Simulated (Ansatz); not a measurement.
## Zn3Ag and its elements: a formation energy from the elements, step by step

Computed with Ansatz's Python interface.

Run as a notebook:

In [1]:
```python
from collections import Counter
import warnings

import ansatz as az
import numpy as np

PHASES = {
    "Zn3Ag": (
        [(2.847009, 0.0, 0.0), (-1.423505, 2.465582, 0.0), (0.0, 0.0, 8.558412)],
        [
            ("Zn", (2 / 3, 1 / 3, 0.5)),
            ("Zn", (1 / 3, 2 / 3, 0.256796)),
            ("Zn", (1 / 3, 2 / 3, 0.743204)),
            ("Ag", (2 / 3, 1 / 3, 0.0)),
        ],
    ),
    "Zn": (
        [(2.67, 0.0, 0.0), (-1.335, 2.312288, 0.0), (0.0, 0.0, 4.966)],
        [
            ("Zn", (1 / 3, 2 / 3, 0.25)),
            ("Zn", (2 / 3, 1 / 3, 0.75)),
        ],
    ),
    "Ag": (
        [(0.0, 2.04275, 2.04275), (2.04275, 0.0, 2.04275), (2.04275, 2.04275, 0.0)],
        [
            ("Ag", (0.0, 0.0, 0.0)),
        ],
    ),
}
```

In [2]:
```python
def build(vectors, sites):
    crystal = az.Crystal(lattice=az.Lattice.of(vectors))
    for symbol, position in sites:
        crystal = crystal.atom(symbol, position)
    return crystal
```

In [3]:
```python
def ground_state(name, crystal):
    calc = (
        crystal.calculation()
        .functional("LDA")
        .accuracy("low")
        .scf(extra_bands=6)
        .basis(460)
        .kpoints(spacing=0.39)
        .occupations("gaussian", width=0.1)
        .stress()
    )
    calc = calc.relax(force_tolerance=0.01, max_steps=60, cell=True)
    return calc.run(threads=1, backend="cpu")
```

In [4]:
```python
def counts(outcome):
    return Counter(site.symbol for site in outcome.lattice.sites)

def formation_energy(outcome, mu):
    n = counts(outcome)
    return (outcome.report["energy_sigma0_ev"] - sum(k * mu[element] for element, k in n.items())) / sum(n.values())
```

In [5]:
```python
def volume_per_atom(outcome):
    return abs(np.linalg.det(outcome.lattice.cell_ang)) / len(outcome.lattice.sites)
```

In [6]:
```python
warnings.simplefilter("ignore", az.DeckWarning)
```

In [7]:
```python
phases = {name: build(*cell) for name, cell in PHASES.items()}

done = {}
for name, crystal in phases.items():
    done[name] = ground_state(name, crystal)
    print(f"{name}: {done[name].report['energy_sigma0_ev']:.4f} eV, {len(done[name].lattice.sites)} atoms")
```
```text
Zn3Ag: -17197.0887 eV, 4 atoms
Zn: -6492.5810 eV, 2 atoms
Ag: -7458.2069 eV, 1 atoms
```

In [8]:
```python
# energy of one atom in its reference phase
references = {"Zn": "Zn", "Ag": "Ag"}
mu = {element: done[name].report["energy_sigma0_ev"] / len(done[name].lattice.sites) for element, name in references.items()}
```

In [9]:
```python
target = done["Zn3Ag"]
heat = formation_energy(target, mu)
n = counts(target)
print("cell content:", dict(n), " volume", round(volume_per_atom(target), 3), "A^3/atom")
print("formation energy", round(heat, 4), "eV/atom,", round(heat * sum(n.values()), 4), "eV per cell")
print("bound against the elements" if heat < 0 else "unbound against the elements")
```
```text
cell content: {<Element.ZN: 'Zn'>: 3, <Element.AG: 'Ag'>: 1}  volume 14.086 A^3/atom
formation energy -0.0026 eV/atom, -0.0104 eV per cell
bound against the elements
```

Caveats:
- The settings weren't tested for convergence.
- The cells come from databases of deposited and of computed structures, and not all need be stable phases.
- The compound is the structure given, not necessarily its lowest; energies are at zero temperature, with no correction for gases. A semilocal functional's error on such energies is often 0.05 to 0.1 eV an atom, and 0.1 to 0.3 eV against gases such as O2 or F2.
- It ran for 23 s on 1 thread of Arm Neoverse V2 (shared host), peak memory 0.38 GiB.
